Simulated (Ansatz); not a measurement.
What does this script print? It uses Ansatz 0.2.0 through its Python package.

Script `li2mg_md.py`:
```python
"""Short molecular dynamics of Li2Mg."""

import ansatz as az
import numpy as np


def main() -> None:
    xtal = (
        az.Lattice.from_parameters(3.07826974, 3.07826974, 15.43389647, alpha=90, beta=90, gamma=120)
        .space_group(194)
        .atom("Li", (2 / 3, 1 / 3, 0.58279435))
        .atom("Mg", (1 / 3, 2 / 3, 0.75))
    )

    # a small cell and a short run: a test of the set-up, no statistics
    base = (
        xtal.calculation()
        .functional("lda")
        .pseudopotentials("paw")
        .basis(17 * az.Ha)
        .kpoints(length=7)
        .occupations(az.OccupationsMethod.COLD)
        .md("nve", timestep=0.5 * az.fs, steps=15, temperature=1200, initial_velocities="maxwell_boltzmann", seed=524)
    )
    steps = []


    def follow(event):
        if event["event"] != "md_step":
            return
        row = event["data"]
        steps.append(row)
        print(f"t = {row['time_fs']:6.1f} fs  E_pot = {row['lagrangian_ev']:.4f} eV  E_kin = {row['e_kin_ev']:.4f} eV  T = {row['temperature_k']:7.1f} K")


    res = base.session().plan(threads=1).execute(on_event=follow)
    report = res.report

    temperature = np.array([s["temperature_k"] for s in steps])
    print(f"mean temperature of the second half {temperature[len(steps) // 2 :].mean():.1f} K")

    with open("trajectory.xyz", "w") as handle:
        for s in steps[::5]:
            handle.write(f"{len(s['positions_ang'])}\nt = {s['time_fs']} fs\n")
            for site, xyz in zip(res.lattice.sites, s["positions_ang"]):
                handle.write("{} {:.4f} {:.4f} {:.4f}\n".format(site.symbol, *xyz))

    track = np.array([s["positions_ang"] for s in steps])
    names = np.array([site.symbol for site in res.lattice.sites])
    for name in sorted(set(names)):
        msd = ((track[:, names == name] - track[0, names == name]) ** 2).sum(axis=2).mean(axis=1)
        print(f"mean square displacement of {name} (A^2):", np.round(msd[:: max(len(msd) // 6, 1)], 4))

    kept = np.array([s["conserved_ev"] for s in steps], float)
    print(f"conserved quantity (thermostat and barostat terms included) drifts by {1000 * (kept[-1] - kept[0]) / len(res.lattice.sites):+.3f} meV/atom")


if __name__ == "__main__":
    main()
```

```console
$ python li2mg_md.py
DeckWarning: md: disabling space-group detection — thermal motion breaks the input geometry's symmetry, so no spatial operation reduces the k-mesh or symmetrises the density; time reversal is kept, [...]
t =    0.0 fs  E_pot = -4609.8265 eV  E_kin = 0.7756 eV  T =  1200.0 K
t =    0.5 fs  E_pot = -4609.8222 eV  E_kin = 0.7713 eV  T =  1193.3 K
t =    1.0 fs  E_pot = -4609.8173 eV  E_kin = 0.7664 eV  T =  1185.8 K
t =    1.5 fs  E_pot = -4609.8118 eV  E_kin = 0.7608 eV  T =  1177.2 K
t =    2.0 fs  E_pot = -4609.8057 eV  E_kin = 0.7548 eV  T =  1167.8 K
t =    2.5 fs  E_pot = -4609.7991 eV  E_kin = 0.7481 eV  T =  1157.5 K
t =    3.0 fs  E_pot = -4609.7919 eV  E_kin = 0.7409 eV  T =  1146.4 K
t =    3.5 fs  E_pot = -4609.7841 eV  E_kin = 0.7332 eV  T =  1134.4 K
t =    4.0 fs  E_pot = -4609.7759 eV  E_kin = 0.7250 eV  T =  1121.7 K
t =    4.5 fs  E_pot = -4609.7672 eV  E_kin = 0.7163 eV  T =  1108.3 K
t =    5.0 fs  E_pot = -4609.7581 eV  E_kin = 0.7071 eV  T =  1094.1 K
t =    5.5 fs  E_pot = -4609.7485 eV  E_kin = 0.6975 eV  T =  1079.3 K
t =    6.0 fs  E_pot = -4609.7385 eV  E_kin = 0.6876 eV  T =  1063.9 K
t =    6.5 fs  E_pot = -4609.7282 eV  E_kin = 0.6773 eV  T =  1047.9 K
t =    7.0 fs  E_pot = -4609.7176 eV  E_kin = 0.6666 eV  T =  1031.5 K
t =    7.5 fs  E_pot = -4609.7067 eV  E_kin = 0.6557 eV  T =  1014.6 K
mean temperature of the second half 1070.2 K
mean square displacement of Li (A^2): [0.     0.0004 0.0015 0.0034 0.006  0.0092 0.0131 0.0176]
mean square displacement of Mg (A^2): [0.     0.0001 0.0003 0.0008 0.0014 0.0021 0.003  0.0041]
conserved quantity (thermostat and barostat terms included) drifts by +0.004 meV/atom
```
(Warnings from the package without file and line, shortened.)

File `trajectory.xyz` afterwards:
```text
6
t = 0.0 fs
Li 1.5391 0.8886 8.9948
Li 0.0000 1.7772 1.2778
Li 0.0000 1.7772 6.4391
Li 1.5391 0.8886 14.1561
Mg 0.0000 1.7772 11.5754
Mg 1.5391 0.8886 3.8585
6
t = 2.5 fs
Li 1.5055 0.8933 9.0477
Li -0.0353 1.7396 1.2972
Li 0.0206 1.7697 6.4297
Li 1.5490 0.9166 14.1886
Mg 0.0095 1.7913 11.5495
Mg 1.5407 0.8781 3.8571
6
t = 5.0 fs
Li 1.4720 0.8980 9.0962
Li -0.0705 1.7021 1.3132
Li 0.0410 1.7622 6.4237
Li 1.5587 0.9446 14.2234
Mg 0.0190 1.8053 11.5241
Mg 1.5422 0.8676 3.8558
6
t = 7.5 fs
Li 1.4388 0.9026 9.1390
Li -0.1054 1.6648 1.3260
Li 0.0613 1.7546 6.4213
Li 1.5684 0.9723 14.2596
Mg 0.0284 1.8194 11.4998
Mg 1.5436 0.8571 3.8547
```

Caveats:
- Absolute energies stand on the zero of these potentials, so only differences at equal settings mean something.
- The mesh is modest for a metal, so energies can be off by several to tens of meV an atom and pressures by half a GPa or more; differences at equal mesh fare better.
- The structure comes from a database of computed cells and needn't be a stable or known phase.
- A small cell, a coarse mesh and a very short run: it shows the set-up and gives no equilibrium averages.
- Finished in 8.9 s on 1 thread of Intel(R) Xeon(R) 6975P-C (Granite Rapids), with other jobs on the host, peak memory 0.41 GiB.
